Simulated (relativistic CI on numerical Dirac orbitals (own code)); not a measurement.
# Mo⁵⁺ (4d) in crystal fields: levels and magnetism

How does a crystal field split the 4d shell of Mo⁵⁺, and what follows for the ground state and χT? 6 fields tried.

Method: Dirac-Coulomb-Breit CI, KLI orbitals optimised for each configuration, model QED (radiative potential, 1s self-energy scaled to tabulated hydrogen-like ionisation energies), valence Slater integrals scaled by 0.85, one configuration in a parametric crystal field. Code: relativistic CI on numerical Dirac orbitals (own code) version 1.

## 1. The system

| Item | Value |
| --- | --- |
| ion | Mo⁵⁺ (Mo VI) |
| nuclear charge | 42 |
| electrons | 37 |
| open shell | 4d |
| Slater scale | 0.85 |
| field 1 (cm⁻¹) | D4h, 10Dq = 35900, Ds = 950, Dt = 20 |
| field 2 (cm⁻¹) | D4h, 10Dq = 35900, Ds = 1360, Dt = 20 |
| field 3 (cm⁻¹) | D4h, 10Dq = 35900, Ds = 1770, Dt = 20 |
| field 4 (cm⁻¹) | D4h, 10Dq = 35900, Ds = 2180, Dt = 20 |
| field 5 (cm⁻¹) | D4h, 10Dq = 35900, Ds = 2590, Dt = 20 |
| field 6 (cm⁻¹) | D4h, 10Dq = 35900, Ds = 3000, Dt = 20 |

Outer shells as boxes (Hund's rule):

[Kr] 4d1
```
[Kr] core
4d [↑ ][  ][  ][  ][  ]
```

## 2. Field 1: D4h, 10Dq = 35900, Ds = 950, Dt = 20

Input settings:

```ini
atom Mo  Z=42  charge=5  electrons=37
nucleus A=98  rms_radius_fm=4.4091
hamiltonian dirac-coulomb  breit=on  qed=on  c_scale=1
orbitals kli  potential=per-configuration
slater_scale 0.85
correlation none
mixing on
configurations
  [Kr] 4d
end
crystal_field D4h 10Dq=35900 Ds=950 Dt=20
```

## 3. Field 2: D4h, 10Dq = 35900, Ds = 1360, Dt = 20

Changes to the settings of step 2:

```diff
@@ -10,2 +10,2 @@
 end
-crystal_field D4h 10Dq=35900 Ds=950 Dt=20
+crystal_field D4h 10Dq=35900 Ds=1360 Dt=20
```

## 4. Field 3: D4h, 10Dq = 35900, Ds = 1770, Dt = 20

Changes to the settings of step 3:

```diff
@@ -10,2 +10,2 @@
 end
-crystal_field D4h 10Dq=35900 Ds=1360 Dt=20
+crystal_field D4h 10Dq=35900 Ds=1770 Dt=20
```

## 5. Field 4: D4h, 10Dq = 35900, Ds = 2180, Dt = 20

Changes to the settings of step 4:

```diff
@@ -10,2 +10,2 @@
 end
-crystal_field D4h 10Dq=35900 Ds=1770 Dt=20
+crystal_field D4h 10Dq=35900 Ds=2180 Dt=20
```

## 6. Field 5: D4h, 10Dq = 35900, Ds = 2590, Dt = 20

Changes to the settings of step 5:

```diff
@@ -10,2 +10,2 @@
 end
-crystal_field D4h 10Dq=35900 Ds=2180 Dt=20
+crystal_field D4h 10Dq=35900 Ds=2590 Dt=20
```

## 7. Field 6: D4h, 10Dq = 35900, Ds = 3000, Dt = 20

Changes to the settings of step 6:

```diff
@@ -10,2 +10,2 @@
 end
-crystal_field D4h 10Dq=35900 Ds=2590 Dt=20
+crystal_field D4h 10Dq=35900 Ds=3000 Dt=20
```

(Steps that only read results are left out.)

What does the calculation give? Wanted: ground spin; ground doublet.

**Answer**, as computed:

| field | ground state | degeneracy | S | J | first gap (cm⁻¹) | stabilisation (cm⁻¹) | χT at 2 K | χT at 300 K |
| --- | --- | --- | --- | --- | --- | --- | --- | --- |
| 1: D4h | G6 | 2 | 0.50 | 1.92 | 803 | -14290 | 0.002 | 0.106 |
| 2: D4h | G6 | 2 | 0.50 | 1.92 | 871 | -14700 | 0.002 | 0.104 |
| 3: D4h | G6 | 2 | 0.50 | 1.91 | 906 | -15111 | 0.002 | 0.104 |
| 4: D4h | G6 | 2 | 0.50 | 1.91 | 928 | -15521 | 0.002 | 0.103 |
| 5: D4h | G6 | 2 | 0.50 | 1.91 | 943 | -15932 | 0.003 | 0.103 |
| 6: D4h | G6 | 2 | 0.50 | 1.91 | 954 | -16342 | 0.003 | 0.103 |

χT is in cm³ K/mol; stabilisation counts from the free ion's lowest level; S and J come from the expectation values of their squares.

| quantity | value |
| --- | --- |
| ground spin (effective S from ⟨S²⟩) | 1: 0.50, 2: 0.50, 3: 0.50, 4: 0.50, 5: 0.50, 6: 0.50 |
| χT at 300 K | 0.10 to 0.11 cm³ K/mol |
| ground doublet | field 5, g = 0.00, 0.17, 0.17 |

In words: All fields leave the ground state at S = 1/2. The field is a set of parameters, without covalency or charge transfer.
